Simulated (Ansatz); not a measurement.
# BH2O (SMILES [BH]O): UCCSD(T)/cc-pVTZ

What is the electronic atomisation energy of BH2O at UCCSD(T)/cc-pVTZ? 

The results are computed with Ansatz 0.2.0.

50 further runs of the same task are left out: 50 set aside as unsound or not needed.

## (1) Starting point

The species is BH2O (4 atoms), meant as a doublet with charge 0. As SMILES, `[BH]O`. Geometry: relaxed at PBE0-D4/def2-TZVP.

Bond lengths: B1–O2 1.333 Å, B1–H3 1.201 Å, O2–H4 0.961 Å. Angles: B1–O2–H4 114.6°, O2–B1–H3 121.0°.

## (2) The energy at UCCSD(T)/cc-pVTZ

Input file job.yaml:

```yaml
crystal:
  periodic: [false, false, false]
  atoms:
    - symbol: B
      position_ang: [-0.006100, -0.485500, 0.388300]
    - symbol: O
      position_ang: [0.119700, 0.544500, -0.448600]
    - symbol: H
      position_ang: [-1.064200, -1.032400, 0.540300]
    - symbol: H
      position_ang: [1.006100, 0.913200, -0.500300]
basis:
  gaussian:
    orbitals: cc-pVTZ
correlation:
  method: ccsd_t
  frozen_orbitals: {B: 1, H: 0, O: 1}
scf:
  omitted_lower_state_checks: [cluster_reference, increment]
accuracy: high
magnetization:
  spin_polarized: true
  initial_magnetization: 1
```

On the command line:

```bash
$ ansatz run job.yaml --threads 1 --pin off --max-ram 3480MiB --events-out events.jsonl --progress --plain --runs-dir runs
```

Log, shortened:

```text
Warning: RAYON_NUM_THREADS=1 ignored (pool sized by the plan → 1); use --threads N
Functional definition: HF
  name "HF"
[...]
1459 factors; integrals over basis functions are off by at most 3.0e-9 eV
[...]
mean field -2740.98886962 eV, -100.7294830495 hartree, gradient 2.0e-8 eV, S^2 0.753751; 0 other end points of the search recorded, 0 dependent functions left out
2 core orbitals not correlated: weight in the atoms' cores, before any rotation towards them, 1.000 or more for the frozen orbitals, at most 0.000 for the correlated occupied ones
reference -2740.98886962 eV, -100.7294830495 hartree; 6, 5 occupied and 80, 81 virtual orbitals, 1459 factors
second order -8.74134598 eV of doubles, -0.00000000 eV of singles
cycle   1  -8.82284451 eV  change   -8.1e-2 eV  update   6.8e-2
[...]
cycle  23  -9.10253389 eV  change   8.1e-10 eV  update   1.3e-9
perturbative correction -0.31909717 eV, -0.0117266046 hartree
Total energy: -2750.41050068 eV, -101.0757216048 hartree
Checks for a lower state left out: cluster_reference, increment
```

Run time: 23 s. Hardware: 1 thread of Arm Neoverse V1, shared host; peak memory 0.94 GiB.

## (3) The B atom

Input file job.yaml:

```yaml
crystal:
  periodic: [false, false, false]
  atoms:
    - {symbol: B, position_ang: [0.000000, 0.000000, 0.000000]}
basis:
  gaussian: {orbitals: cc-pVTZ}
magnetization: {spin_polarized: true, initial_magnetization: 1}
correlation: {method: ccsd_t, frozen_orbitals: {B: 1}}
accuracy: high
scf: {omitted_lower_state_checks: [cluster_reference, increment]}
```

Run the same way, it converges to -24.59810 Eh (log not shown).

## (4) The H atom: the energy at UHF/cc-pVTZ

Input file input.yaml:

```yaml
crystal:
  periodic: [false, false, false]
  atoms:
    - {symbol: H, position_ang: [0.000000, 0.000000, 0.000000]}
basis:
  gaussian: {orbitals: cc-pVTZ}
accuracy: high
magnetization: {spin_polarized: true, initial_magnetization: 1}
hamiltonian: {xc: hf}
```

Run the same way, it converges to -0.49981 Eh (log not shown).

## (5) The O atom, same level

Input file job.yaml:

```yaml
crystal:
  periodic: [false, false, false]
  atoms:
    - symbol: O
      position_ang: [0.000000, 0.000000, 0.000000]
basis:
  gaussian: {orbitals: cc-pVTZ}
magnetization: {spin_polarized: true, initial_magnetization: 2}
correlation: {method: ccsd_t, frozen_orbitals: {O: 1}}
accuracy: high
scf: {omitted_lower_state_checks: [cluster_reference, increment]}
```

Run the same way, it converges to -74.97396 Eh (log not shown).

## (6) Outcome

At UCCSD(T)/cc-pVTZ, 2 core orbitals frozen:

```
                                             quantity          value
                               molecule: total energy  -101.07572 Eh
molecule: correlation energy (2 core orbitals frozen)     -346.2 mEh
                             molecule: (T) correction     -11.73 mEh
          molecule: ⟨S²⟩ of the reference determinant          0.754
                              molecule: T1 diagnostic          0.016
                                 B atom: total energy   -24.59810 Eh
   B atom: correlation energy (1 core orbital frozen)      -66.0 mEh
                               B atom: (T) correction      -1.31 mEh
            B atom: ⟨S²⟩ of the reference determinant          0.760
                                B atom: T1 diagnostic          0.013
                                 H atom: total energy    -0.49981 Eh
                                         H atom: ⟨S²⟩          0.750
                                 O atom: total energy   -74.97396 Eh
   O atom: correlation energy (1 core orbital frozen)     -162.2 mEh
                               O atom: (T) correction      -2.91 mEh
            O atom: ⟨S²⟩ of the reference determinant          2.007
                                O atom: T1 diagnostic          0.005
                        electronic atomisation energy      13.716 eV
```

Taking the molecule apart into free atoms costs 13.72 eV (1323 kJ/mol), before zero-point energy and without spin-orbit coupling. The triples (molecule) make up 3.4 % of the correlation energy. The triples (B atom) make up 2.0 % of the correlation energy. The triples (O atom) make up 1.8 % of the correlation energy.
